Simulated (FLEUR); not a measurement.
# CoPdO2 (R-3m) in FLEUR: a series of runs

The runs below take CoPdO2 through equation of state, with PBEsol.

Everything below comes from runs of FLEUR MaX-R8.1 (later development tree). Logs are shortened: lines on timing, memory, paths and dates and some standing lists are left out, and cuts for length are marked.

## Step 1: The undisturbed crystal

Symmetry: R-3m, No. 166, trigonal system. Conventional cell: a = 2.863 Å, b = 2.863 Å, c = 17.873 Å, α = 90.00°, β = 90.00°, γ = 120.00°. Pd (site symmetry -3m) is surrounded by 2 O at 2.01 Å. Co (site symmetry -3m) has 6 O at 1.92 Å as nearest neighbours. Around O (site symmetry 3m) lie 3 Co at 1.92 Å and 1 Pd at 2.01 Å.

The cell is a database's computed one.

## Step 2: Equation of state, PBEsol, collinear spin, ferromagnetic start, 9.94 Å³/atom (volume scaled by 0.94)

Contents of inp.xml:

```xml
<?xml version="1.0" encoding="UTF-8" standalone="no"?>
<fleurInput fleurInputVersion="0.39">
   <comment>
      CoPdO2                                                                                              
   </comment>
   <calculationSetup>
      <cutoffs Kmax="5.33" Gmax="16.5" GmaxXC="16.5" numbands="0"/>
      <scfLoop itmax="60" minDistance="0.00001" maxIterBroyd="15" imix="Anderson" alpha="0.05" precondParam="0.0" spinf="2.0" sdNocoIR="T"/>
      <coreElectrons ctail="T" frcor="F" kcrel="0" coretail_lmax="0"/>
      <xcFunctional name="PBEs" relativisticCorrections="F"/>
      <magnetism jspins="2"/>
      <soc l_soc="F" theta="0.0" phi="0.0" spav="F"/>
      <expertModes spex="0" secvar="F"/>
      <geometryOptimization l_f="F" forcealpha="1.0" forcemix="BFGS" epsdisp="0.0005" epsforce="0.0002"/>
      <ldaU l_linMix="F" mixParam="0.05" spinf="1.0"/>
   </calculationSetup>
   <cell>
      <bzIntegration valenceElectrons="47.0" mode="hist" fermiSmearingEnergy="0.00183747">
         <kPointListSelection listName="default-1"/>
         <!-- k-points included here -->
         <xi:include xmlns:xi="http://www.w3.org/2001/XInclude" href="kpts.xml"> </xi:include>
      </bzIntegration>
      <!-- symmetry operations included here -->
      <xi:include xmlns:xi="http://www.w3.org/2001/XInclude" href="sym.xml"> </xi:include>
      <bulkLattice scale="0.9795861087">
         <bravaisMatrix>
            <row-1>    2.7055018203399346     1.5620222042030529    11.2585565921334307</row-1>
            <row-2>   -2.7055018203399346     1.5620222042030529    11.2585565921334307</row-2>
            <row-3>    0.0000000000000000    -3.1240444084061059    11.2585565921334307</row-3>
         </bravaisMatrix>
      </bulkLattice>
   </cell>
   <atomSpecies>
[... 31 lines left out ...]
         <lo type="SCLO" l="3" n="4" eDeriv="2"/>
      </species>
      <species name="Oxygen (O)" element="O" atomicNumber="8">
         <mtSphere radius="1.41" gridPoints="481" logIncrement="0.022"/>
         <atomicCutoffs lmax="8" lnonsphr="8"/>
         <electronConfig flipSpins="F">
            <coreConfig>(1s1/2)</coreConfig>
            <valenceConfig>(2s1/2) (2p1/2) (2p3/2)</valenceConfig>
            <stateOccupation state="(2p1/2)" spinUp="0.666667" spinDown="0.666667"/>
            <stateOccupation state="(2p3/2)" spinUp="1.333333" spinDown="1.333333"/>
         </electronConfig>
         <energyParameters s="2" p="2" d="3" f="4"/>
         <lo type="SCLO" l="0" n="2" eDeriv="2"/>
         <lo type="SCLO" l="1" n="2" eDeriv="2"/>
         <lo type="SCLO" l="2" n="3" eDeriv="2"/>
      </species>
   </atomSpecies>
   <atomGroups>
      <atomGroup species="Palladium (Pd)">
         <relPos label="                   1">.0000000000 .0000000000 .0000000000</relPos>
         <force calculate="T" relaxXYZ="TTT"/>
      </atomGroup>
      <atomGroup species="Cobalt (Co2.000">
         <relPos label="                   2">1.000/2.000 1.000/2.000 1.000/2.000</relPos>
         <force calculate="T" relaxXYZ="TTT"/>
      </atomGroup>
      <atomGroup species="Oxygen (O)">
         <relPos label="                   3">.1124760000 .1124760000 .1124760000</relPos>
         <relPos label="                   4">-.1124760000 -.1124760000 -.1124760000</relPos>
         <force calculate="T" relaxXYZ="TTT"/>
      </atomGroup>
   </atomGroups>
   <output dos="F" band="F" slice="F">
      <checks vchk="F" cdinf="F"/>
      <bandDOS minEnergy="-.5*Htr" maxEnergy="0.5*Htr" sigma="0.015" storeEVData="T"/>
      <vacuumDOS vacdos="F" integ="F" star="F" nstars="0" locx1="0.0" locy1="0.0" locx2="0.0" locy2="0.0" nstm="0" tworkf="0.0"/>
      <unfoldingBand unfoldBand="F" supercellX="1" supercellY="1" supercellZ="1"/>
      <plotting iplot="0" polar="F">
         <plot TwoD="T" vec1="  1.0  0.0  0.0" vec2="  0.0  1.0  0.0" vec3="  0.0  0.0  1.0" zero="  0.0  0.0  0.0" file="plot"/>
      </plotting>
      <chargeDensitySlicing numkpt="0" minEigenval="0.0" maxEigenval="0.0" nnne="0" pallst="F"/>
      <specialOutput eonly="F"/>
      <moessbauerParams electricFieldGradient="T" isomerShift="T" coreHyperfine="T" valenceHyperfine="T"/>
      <magneticCircularDichroism mcd="F" energyLo="-10.0" energyUp="0.0"/>
   </output>
  <!-- We include the file relax.xml here to enable relaxations (see documentation) -->
  <xi:include xmlns:xi="http://www.w3.org/2001/XInclude" href="relax.xml"> <xi:fallback/> </xi:include>
</fleurInput>
```

Potentials or basis: all-electron, FLAPW.

Command:

```console
> inpgen -f crystal.txt -profile fastHighL
> # inp.xml edited to the form shown
> mpirun -n 4 fleur_MPI -pe_per_kpt 1
```

What it wrote:

```text
Welcome to FLEUR        (www.flapw.de)
      MaX-Release 8.1          (www.max-centre.eu)

 ========== k-point set info ==========
 Selected k-point list: default-1
 k-point list type: mesh
 11 x 11 x 11
 Number of k points: 146

 ------------Calculation Setup---------------------------
 Number of MPI-tasks      :            4
 Number of PE/node        :            4
 Number of OMP-threads    :            1
 Using exactly            1  PE per kpt
 k-points in parallel     :            4
 pe's per k-point         :            1
 No of k-point loops      :           36
 Info/Warning             : your k-point parallelism is not fully load-balanced
 Using exactly            1  PE per kpt
 Using exactly            1  PE per kpt
 Using exactly            1  PE per kpt
 Eigenvalue solver        :       lapack
 Number of basis functions:          849
 Approximate size of matrices (H+S) per k-point:         0.011 GB
 --------------------------------------------------------
 Iteration:     1   Distance:      52.61849696 me/bohr^3
 Iteration:     2   Distance:      37.82581700 me/bohr^3
 Iteration:     3   Distance:      32.13935921 me/bohr^3
 Iteration:     4   Distance:      33.41929571 me/bohr^3
 Iteration:     5   Distance:      20.50748395 me/bohr^3
 Iteration:     6   Distance:      14.46576944 me/bohr^3
 Iteration:     7   Distance:      10.49422504 me/bohr^3
 Iteration:     8   Distance:      10.78873488 me/bohr^3
 Iteration:     9   Distance:       6.59722636 me/bohr^3
 Iteration:    10   Distance:       6.97651108 me/bohr^3
[... 15 lines left out ...]
 Iteration:    26   Distance:       0.00436734 me/bohr^3
 Iteration:    27   Distance:       0.00053482 me/bohr^3
 Iteration:    28   Distance:       0.00046100 me/bohr^3
 Iteration:    29   Distance:       0.00033251 me/bohr^3
 Iteration:    30   Distance:       0.00023405 me/bohr^3
 Iteration:    31   Distance:       0.00019962 me/bohr^3
 Iteration:    32   Distance:       0.00007579 me/bohr^3
 Iteration:    33   Distance:       0.00003509 me/bohr^3
 Iteration:    34   Distance:       0.00001560 me/bohr^3
 Iteration:    35   Distance:       0.00000689 me/bohr^3

 ********************************************************************
 Run finished successfully
 Stop message:
   all done
 ********************************************************************
```

Wall time 14 min (4 MPI ranks of Arm Neoverse V2, shared host).

Results:

```yaml
Free_energy: -179238.4517 eV
Band_gap_on_the_k_mesh: none (metal or under the smearing width)
Net_moment: 0.00 μB per cell
Valence_electrons_inside_the_program's_atomic_spheres: Pd 15.23; Co 14.84; O 4.53 (radii Pd 2.0, Co 1.84, O 1.41 bohr)
```

Caveat: the starting moments collapsed, and a magnetic state may lie lower; semilocal functionals often make such compounds metallic where correlation or magnetic order opens a gap, which also shifts bond lengths.

## Step 3: Equation of state, PBEsol, collinear spin, ferromagnetic start, 10.15 Å³/atom (volume scaled by 0.96)

Changes to inp.xml since step 2:

```diff
@@ -24,3 +24,3 @@
       <xi:include xmlns:xi="http://www.w3.org/2001/XInclude" href="sym.xml"> </xi:include>
-      <bulkLattice scale="0.9795861087">
+      <bulkLattice scale="0.9864848297">
          <bravaisMatrix>
```

Potentials or basis: all-electron, FLAPW.

Command:

```console
> inpgen -f crystal.txt -profile fastHighL
> # inp.xml edited to the form shown
> mpirun -n 4 fleur_MPI -pe_per_kpt 1
```

Run time: 15 min. Hardware: 4 MPI ranks of Arm Neoverse V2, shared host.

It converged, with:

* Free energy: -179238.4541 eV
* Band gap on the k mesh: none (metal or under the smearing width)
* Net moment: 0.00 μB per cell
* Valence electrons inside the program's atomic spheres: Pd 15.22; Co 14.81; O 4.52 (radii Pd 2.0, Co 1.84, O 1.41 bohr)

Caveat: the starting moments collapsed, and a magnetic state may lie lower; semilocal functionals often make such compounds metallic where correlation or magnetic order opens a gap, which also shifts bond lengths.

## Step 4: Equation of state, PBEsol, collinear spin, ferromagnetic start, 10.36 Å³/atom (volume scaled by 0.98)

Changes to inp.xml since step 3:

```diff
@@ -24,3 +24,3 @@
       <xi:include xmlns:xi="http://www.w3.org/2001/XInclude" href="sym.xml"> </xi:include>
-      <bulkLattice scale="0.9864848297">
+      <bulkLattice scale="0.9932883884">
          <bravaisMatrix>
```

Command:

```console
> inpgen -f crystal.txt -profile fastHighL
> # inp.xml edited to the form shown
> mpirun -n 4 fleur_MPI -pe_per_kpt 1
```

Run time: 16 min. Hardware: 4 MPI ranks of Arm Neoverse V2, shared host.

The run converged. Its results:

| Quantity | Value |
| --- | --- |
| Free energy | -179238.4307 eV |
| Band gap on the k mesh | none (metal or under the smearing width) |
| Net moment | 0.00 μB per cell |
| Valence electrons inside the program's atomic spheres | Pd 15.21; Co 14.79; O 4.50 (radii Pd 2.0, Co 1.84, O 1.41 bohr) |

Caveat: the starting moments collapsed, and a magnetic state may lie lower; semilocal functionals often make such compounds metallic where correlation or magnetic order opens a gap, which also shifts bond lengths.
